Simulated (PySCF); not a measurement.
# CoF6 ([CoF6]3-): the cost of one run

Programs: PySCF 2.14.0, with routines of our own; each step states its level. All values are computed. Atoms count from 0.

### 1 The system as given

7 atoms, charge -3, states of the metal's open shell are computed; geometry from: model geometry, bond lengths from ionic radii.

### 2 Ligand-field states: state-averaged CASSCF in water

The job: settings as JSON, then the geometry in Å.

```
{"job": {"kind": "lf", "basis": {"metal": "x2c-TZVPall", "ligand": "x2c-SVPall"}, "nevpt": true, "solvent": "water"}, "charge": -3, "metal": "Co", "open_shell": "d6"}
Co     0.000000     0.000000     0.000000
F      1.350574    -0.779754     1.102739
F      0.000000     1.559508     1.102739
F     -1.350574    -0.779754     1.102739
F      1.350574     0.779754    -1.102739
F     -1.350574     0.779754    -1.102739
F     -0.000000    -1.559508    -1.102739
```

Method: state-averaged CASSCF of the metal d shell, SC-NEVPT2 on the averaged canonical orbitals, state-interaction spin-orbit coupling.

On the command line:

```bash
OMP_NUM_THREADS=1 python lf_run.py task.json out
```

The driver reads the jobs from task.json and runs them one after another.

Q: Estimate the wall time and peak memory of this first job on 1 thread of Arm Neoverse V2, shared host.

About 11 s, with a peak of 0.33 GiB.
